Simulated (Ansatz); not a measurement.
# HfZrSe4: a closer look at a trial structure

Aim: for this structure of HfZrSe4, see whether it has a gap, which orbitals make up the states near it and how charge is shared.

Program: Ansatz 0.2.0. Level of theory: DFT PBE, scalar-relativistic, plane waves, PAW. These are calculated values, not measurements.

1 further run of the same task is left out (set aside as unsound or not needed).

## (1) The starting structure

It takes space group P6/mmm (No. 191, hexagonal). Conventional cell: a = 4.749 Å, b = 4.749 Å, c = 6.275 Å, α = 90.00°, β = 90.00°, γ = 120.00°. Zr (site symmetry 6/mmm) has 2 Hf at 3.14 Å and 12 Se at 3.16 Å as nearest neighbours. Hf (site symmetry 6/mmm) has 2 Zr at 3.14 Å and 12 Se at 3.16 Å as nearest neighbours. Around Se (site symmetry 3m) lie 5 Se at 2.74 to 3.14 Å and 3 Hf at 3.16 Å and 3 Zr at 3.16 Å.

Coordinates:

```
Zr Hf Se
1.0
     4.74947    0.00000    0.00000
    -2.37473    4.11316    0.00000
     0.00000    0.00000    6.27500
Zr Hf Se
1 1 4
Cartesian
  0.0000 0.0000 3.1375
  0.0000 0.0000 0.0000
  0.0000 2.7421 4.7063
  0.0000 2.7421 1.5687
  2.3747 1.3711 4.7063
  2.3747 1.3711 1.5687
```

It is the end of an earlier relaxation with the same method, from a database cell with other species swapped in; it needn't be the stable form of this composition. At a tolerance of 0.05 Å it has space group P6/mmm (No. 191); it has 20.43 Å³/atom, an uncorrected energy of -0.17 eV/atom over the elements.

## (2) Bands, states and charges

Contents of input.yaml:

```yaml
crystal:
  lattice:
    - [4.7494657508, 0.0, 0.0]
    - [-2.3747328754, 4.1131579946, 0.0]
    - [0.0, 0.0, 6.274997149]
  atoms:
    - { symbol: Zr, position: [0.0, 0.0, 0.5] }
    - { symbol: Hf, position: [0.0, 0.0, 0.0] }
    - { symbol: Se, position: [0.3333333333, 0.6666666667, 0.7500071298] }
    - { symbol: Se, position: [0.3333333333, 0.6666666667, 0.2499928702] }
    - { symbol: Se, position: [0.6666666667, 0.3333333333, 0.7500071298] }
    - { symbol: Se, position: [0.6666666667, 0.3333333333, 0.2499928702] }
basis:
  ecutwfc: 420
kpoints:
  mp_grid: { grid: [12, 12, 6] }
  band_path:
    path:
      - [[0.0, 0.0, 0.0], [0.5, 0.0, 0.0], [0.33333333, 0.33333333, 0.0], [0.0, 0.0, 0.0], [0.0, 0.0, 0.5], [0.5, 0.0, 0.5], [0.33333333, 0.33333333, 0.5], [0.0, 0.0, 0.5]]
      - [[0.5, 0.0, 0.5], [0.5, 0.0, 0.0]]
      - [[0.33333333, 0.33333333, 0.5], [0.33333333, 0.33333333, 0.0]]
    npoints: 14
hamiltonian:
  xc: pbe
scf:
  occupations: { method: gaussian, width: 0.1 }
  n_extra_bands: 15
output:
  forces: true
  stress: true
  eigenvalues: true
  populations: true
  dos: { projected: true, de: 0.02, nscf_kmesh: { grid: [15, 15, 8] } }
  bader: true
```

On the command line:

```sh
$ ansatz run input.yaml --threads 1 --pin off --max-ram 2560MiB --backend cpu --events-out ev --progress --plain --runs-dir out
```

**Question.** What will these runs give? Wanted: gap; states at the Fermi level; Bader charges.

As calculated:

```
                 quantity                           value
                      gap                    none (metal)
states at the Fermi level            4.17 per eV per cell
            Bader charges  Zr +1.39, Hf +1.44, Se -0.71 e
```

Bands cross the Fermi level: a metal at this level of theory. Of the projected weight within 0.25 eV of the Fermi level, the largest part is Se 4p (38 %) and Zr 4d (31 %). Bader charges reach 1.4 e, so charge transfer in this metal is strong. Spin-orbit coupling is left out, which matters for the bands of Hf.
